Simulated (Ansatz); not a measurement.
# InSe3: the cost of one run

Computed with Ansatz 0.2.0 (DFT PBE, scalar-relativistic, plane waves, PAW, unless a step's input says otherwise).

1 further run of the same task is left out (it didn't finish).

**1. The structure to begin with**

The structure is cubic, space group Pm-3m (No. 221). The conventional cell has a = 4.646 Å, b = 4.646 Å, c = 4.646 Å, α = 90.00°, β = 90.00°, γ = 90.00°. Around In (site symmetry m-3m) lie 12 Se at 3.29 Å. Se (site symmetry 4/mmm) has 4 In at 3.29 Å and 8 Se at 3.29 Å as nearest neighbours.

Structure file:

```xyz
4
Lattice="4.6458 0.0000 0.0000 0.0000 4.6458 0.0000 0.0000 0.0000 4.6458" Properties=species:S:1:pos:R:3 pbc="T T T"
In    0.0000    0.0000    0.0000
Se    0.0000    2.3229    2.3229
Se    2.3229    0.0000    2.3229
Se    2.3229    2.3229    0.0000
```

This is candidate A: Cu3Au (L1_2) type (Pm-3m, No. 221).

(A quick probe on a coarse mesh, which set the mesh and smearing, is not shown.)

**3. A loose first relaxation (candidate A)**

The input, input.yaml:

```yaml
crystal:
  lattice:
    - [4.6457768793, 0.0, 0.0]
    - [0.0, 4.6457768793, 0.0]
    - [0.0, 0.0, 4.6457768793]
  atoms:
    - { symbol: In, position: [0.0, 0.0, 0.0] }
    - { symbol: Se, position: [0.0, 0.5, 0.5] }
    - { symbol: Se, position: [0.5, 0.0, 0.5] }
    - { symbol: Se, position: [0.5, 0.5, 0.0] }
basis:
  ecutwfc: 420
kpoints:
  mp_grid: { grid: [4, 4, 4] }
hamiltonian:
  xc: pbe
scf:
  occupations: { method: gaussian, width: 0.1 }
  lower_state_search: "off"
output:
  forces: true
  stress: true
  eigenvalues: true
relax:
  adjacent_minimum: "off"
  f_tol: 0.04
  max_steps: 70
  cell: { stress_tol: 0.4 }
```

Run with:

```sh
$ ansatz run input.yaml --threads 1 --pin off --max-ram 2560MiB --backend cpu --events-out ev --progress --plain --runs-dir out
```

**Question.** How long does this run take on 1 thread of Arm Neoverse V2, shared host, and how much memory does it need?

About 7.1 s, with a peak of 0.36 GiB.
